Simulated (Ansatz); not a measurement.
Molecular dynamics of K2LiPdF6

Input file:

```yaml
accuracy: low
crystal:
  lattice:
    - [5.800118, 0.0, 0.0]
    - [0.0, 5.800118, 0.0]
    - [0.0, 0.0, 8.458194]
  atoms:
    - { symbol: K, position: [-2.0e-08, 0.5, 0.25000053] }
    - { symbol: K, position: [0.49999999, 1.5e-07, 0.25000048] }
    - { symbol: Li, position: [8.0e-08, -2.3e-07, 0.50000064] }
    - { symbol: Pd, position: [2.0e-08, -4.0e-08, 6.0e-08] }
    - { symbol: F, position: [0.23577772, 0.23577774, 1.0e-07] }
    - { symbol: F, position: [0.26422256, 0.26422241, 0.49999987] }
    - { symbol: F, position: [0.26422183, 0.73577807, 0.49999988] }
    - { symbol: F, position: [0.73577812, 0.26422182, 0.49999986] }
    - { symbol: F, position: [1.0e-08, 9.0e-08, 0.25135546] }
    - { symbol: F, position: [-6.0e-08, 7.0e-08, 0.74864422] }
    - { symbol: K, position: [0.50000003, 2.2e-07, 0.74999952] }
    - { symbol: K, position: [-1.2e-07, 0.49999999, 0.74999948] }
    - { symbol: Li, position: [0.4999999, 0.50000028, 2.5e-07] }
    - { symbol: Pd, position: [0.5, 0.50000001, 0.49999998] }
    - { symbol: F, position: [0.73577758, 0.7357774, 0.49999987] }
    - { symbol: F, position: [0.76422221, 0.76422222, 1.1e-07] }
    - { symbol: F, position: [0.76422241, 0.23577759, 1.1e-07] }
    - { symbol: F, position: [0.23577767, 0.76422233, 1.0e-07] }
    - { symbol: F, position: [0.50000008, 0.49999985, 0.75135844] }
    - { symbol: F, position: [0.50000002, 0.49999983, 0.2486414] }
basis:
  ecutwfc: 420.0
kpoints:
  mp_grid: { grid: [2, 2, 1] }
hamiltonian:
  xc: lda
scf:
  occupations: { method: fermi_dirac, width: 0.05 }
  lower_state_search: "off"
md:
  timestep: 1
  n_steps: 100
  ensemble: nvt_langevin
  temperature: 650.0
  initial_velocities: maxwell_boltzmann
  seed: 48219
  friction: 0.02
```

Run as:

```bash
$ ansatz run input.yaml --threads 1 --pin off --max-ram 3072MiB --backend cpu --events-out ev --progress --plain --runs-dir out
```

It goes on from the last frame of an earlier run, with new velocities.

Output, in part (one step line in 2):

```
md step     0: t =     0.00 fs  T =   617.5 K  F+E_penalty+E_count = -29614.21849785 eV  E_kin = 1.596361 eV  (13 SCF iters)
md step     2: t =     2.00 fs  T =   555.8 K  F+E_penalty+E_count = -29614.20538121 eV  E_kin = 1.436758 eV  (16 SCF iters)
md step     4: t =     4.00 fs  T =   484.2 K  F+E_penalty+E_count = -29614.18141882 eV  E_kin = 1.251865 eV  (13 SCF iters)
md step     6: t =     6.00 fs  T =   410.3 K  F+E_penalty+E_count = -29614.15389171 eV  E_kin = 1.060673 eV  (11 SCF iters)
md step     8: t =     8.00 fs  T =   368.0 K  F+E_penalty+E_count = -29614.13273834 eV  E_kin = 0.951326 eV  (12 SCF iters)
md step    10: t =    10.00 fs  T =   379.2 K  F+E_penalty+E_count = -29614.11371141 eV  E_kin = 0.980214 eV  (15 SCF iters)
md step    12: t =    12.00 fs  T =   348.3 K  F+E_penalty+E_count = -29614.09089621 eV  E_kin = 0.900442 eV  (10 SCF iters)
md step    14: t =    14.00 fs  T =   374.1 K  F+E_penalty+E_count = -29614.07050451 eV  E_kin = 0.967019 eV  (11 SCF iters)
md step    16: t =    16.00 fs  T =   389.2 K  F+E_penalty+E_count = -29614.04360793 eV  E_kin = 1.006203 eV  (12 SCF iters)
md step    18: t =    18.00 fs  T =   369.1 K  F+E_penalty+E_count = -29614.01125031 eV  E_kin = 0.954169 eV  (10 SCF iters)
md step    20: t =    20.00 fs  T =   430.4 K  F+E_penalty+E_count = -29613.98076723 eV  E_kin = 1.112556 eV  (15 SCF iters)
md step    22: t =    22.00 fs  T =   414.4 K  F+E_penalty+E_count = -29613.94185274 eV  E_kin = 1.071377 eV  (11 SCF iters)
md step    24: t =    24.00 fs  T =   485.7 K  F+E_penalty+E_count = -29613.88949945 eV  E_kin = 1.255652 eV  (11 SCF iters)
md step    26: t =    26.00 fs  T =   432.7 K  F+E_penalty+E_count = -29613.83135523 eV  E_kin = 1.118709 eV  (10 SCF iters)
md step    28: t =    28.00 fs  T =   413.0 K  F+E_penalty+E_count = -29613.77690536 eV  E_kin = 1.067746 eV  (11 SCF iters)
md step    30: t =    30.00 fs  T =   416.5 K  F+E_penalty+E_count = -29613.72760375 eV  E_kin = 1.076777 eV  (15 SCF iters)
md step    32: t =    32.00 fs  T =   464.0 K  F+E_penalty+E_count = -29613.68823548 eV  E_kin = 1.199540 eV  (12 SCF iters)
md step    34: t =    34.00 fs  T =   424.8 K  F+E_penalty+E_count = -29613.65244915 eV  E_kin = 1.098179 eV  (9 SCF iters)
md step    36: t =    36.00 fs  T =   422.0 K  F+E_penalty+E_count = -29613.61672716 eV  E_kin = 1.090938 eV  (12 SCF iters)
md step    38: t =    38.00 fs  T =   423.8 K  F+E_penalty+E_count = -29613.57716589 eV  E_kin = 1.095590 eV  (11 SCF iters)
md step    40: t =    40.00 fs  T =   403.5 K  F+E_penalty+E_count = -29613.54161300 eV  E_kin = 1.043205 eV  (16 SCF iters)
md step    42: t =    42.00 fs  T =   406.1 K  F+E_penalty+E_count = -29613.51001443 eV  E_kin = 1.049972 eV  (11 SCF iters)
md step    44: t =    44.00 fs  T =   400.8 K  F+E_penalty+E_count = -29613.49014380 eV  E_kin = 1.036191 eV  (10 SCF iters)
md step    46: t =    46.00 fs  T =   434.8 K  F+E_penalty+E_count = -29613.46974386 eV  E_kin = 1.124030 eV  (10 SCF iters)
md step    48: t =    48.00 fs  T =   409.9 K  F+E_penalty+E_count = -29613.44565156 eV  E_kin = 1.059705 eV  (11 SCF iters)
md step    50: t =    50.00 fs  T =   419.9 K  F+E_penalty+E_count = -29613.41500560 eV  E_kin = 1.085487 eV  (15 SCF iters)
md step    52: t =    52.00 fs  T =   407.8 K  F+E_penalty+E_count = -29613.37361580 eV  E_kin = 1.054361 eV  (11 SCF iters)
md step    54: t =    54.00 fs  T =   410.8 K  F+E_penalty+E_count = -29613.34553809 eV  E_kin = 1.062096 eV  (8 SCF iters)
md step    56: t =    56.00 fs  T =   455.9 K  F+E_penalty+E_count = -29613.33912872 eV  E_kin = 1.178528 eV  (11 SCF iters)
md step    58: t =    58.00 fs  T =   430.3 K  F+E_penalty+E_count = -29613.35348765 eV  E_kin = 1.112480 eV  (12 SCF iters)
md step    60: t =    60.00 fs  T =   457.0 K  F+E_penalty+E_count = -29613.34960364 eV  E_kin = 1.181488 eV  (14 SCF iters)
md step    62: t =    62.00 fs  T =   444.3 K  F+E_penalty+E_count = -29613.32920721 eV  E_kin = 1.148673 eV  (11 SCF iters)
md step    64: t =    64.00 fs  T =   407.5 K  F+E_penalty+E_count = -29613.30250074 eV  E_kin = 1.053483 eV  (10 SCF iters)
md step    66: t =    66.00 fs  T =   411.3 K  F+E_penalty+E_count = -29613.27855424 eV  E_kin = 1.063175 eV  (8 SCF iters)
md step    68: t =    68.00 fs  T =   455.3 K  F+E_penalty+E_count = -29613.26969768 eV  E_kin = 1.177043 eV  (10 SCF iters)
md step    70: t =    70.00 fs  T =   548.8 K  F+E_penalty+E_count = -29613.27637230 eV  E_kin = 1.418660 eV  (15 SCF iters)
md step    72: t =    72.00 fs  T =   539.2 K  F+E_penalty+E_count = -29613.29559056 eV  E_kin = 1.393954 eV  (11 SCF iters)
md step    74: t =    74.00 fs  T =   507.9 K  F+E_penalty+E_count = -29613.30985331 eV  E_kin = 1.312918 eV  (10 SCF iters)
md step    76: t =    76.00 fs  T =   533.8 K  F+E_penalty+E_count = -29613.30997676 eV  E_kin = 1.379980 eV  (10 SCF iters)
md step    78: t =    78.00 fs  T =   598.4 K  F+E_penalty+E_count = -29613.30856632 eV  E_kin = 1.547050 eV  (10 SCF iters)
md step    80: t =    80.00 fs  T =   598.1 K  F+E_penalty+E_count = -29613.30655927 eV  E_kin = 1.546157 eV  (16 SCF iters)
md step    82: t =    82.00 fs  T =   595.7 K  F+E_penalty+E_count = -29613.29699063 eV  E_kin = 1.539990 eV  (11 SCF iters)
md step    84: t =    84.00 fs  T =   584.6 K  F+E_penalty+E_count = -29613.28709128 eV  E_kin = 1.511190 eV  (9 SCF iters)
md step    86: t =    86.00 fs  T =   522.7 K  F+E_penalty+E_count = -29613.27430808 eV  E_kin = 1.351199 eV  (12 SCF iters)
md step    88: t =    88.00 fs  T =   551.5 K  F+E_penalty+E_count = -29613.25427434 eV  E_kin = 1.425710 eV  (11 SCF iters)
md step    90: t =    90.00 fs  T =   483.2 K  F+E_penalty+E_count = -29613.22803416 eV  E_kin = 1.249143 eV  (14 SCF iters)
md step    92: t =    92.00 fs  T =   519.3 K  F+E_penalty+E_count = -29613.21031908 eV  E_kin = 1.342420 eV  (11 SCF iters)
md step    94: t =    94.00 fs  T =   629.3 K  F+E_penalty+E_count = -29613.19832510 eV  E_kin = 1.626793 eV  (12 SCF iters)
md step    96: t =    96.00 fs  T =   592.2 K  F+E_penalty+E_count = -29613.18284172 eV  E_kin = 1.531015 eV  (10 SCF iters)
md step    98: t =    98.00 fs  T =   602.4 K  F+E_penalty+E_count = -29613.16284711 eV  E_kin = 1.557431 eV  (11 SCF iters)
md step   100: t =   100.00 fs  T =   577.5 K  F+E_penalty+E_count = -29613.15494704 eV  E_kin = 1.492927 eV  (14 SCF iters)
```

The run went to its last step. The mean temperature of the second half is 22 % below the set value. A run of 0.1 ps of so small a system gives no equilibrium averages. Limits of this set-up: coarse k mesh, low accuracy level.

Mean squared displacements from the first frame to the last, about the centre of mass: K 0.05 Å², Li 0.12 Å², Pd 0.02 Å², F 0.12 Å².

Last frame:

```xyz
20
Lattice="5.8001 0.0000 0.0000 0.0000 5.8001 0.0000 0.0000 0.0000 8.4582" Properties=species:S:1:pos:R:3
K 0.190 2.959 2.028
K 2.872 0.261 2.184
Li 0.261 0.158 4.435
Pd 0.098 -0.175 0.118
F 1.704 1.176 -0.025
F 1.186 1.708 4.404
F 1.720 4.626 4.459
F 3.914 1.279 4.148
F 0.124 -0.340 2.080
F 0.056 -0.287 6.338
K 2.879 0.017 6.487
K 0.020 2.981 6.348
Li 3.257 2.761 0.035
Pd 2.824 2.886 4.200
F 4.445 3.944 4.117
F 4.427 4.265 -0.181
F 4.533 1.322 0.250
F 1.502 4.115 -0.009
F 2.904 2.478 6.390
F 2.969 2.677 1.955
```

Time of the run: 12 min on 1 thread of Intel(R) Xeon(R) Platinum 8488C (Sapphire Rapids) (shared host), peak memory 0.64 GiB.
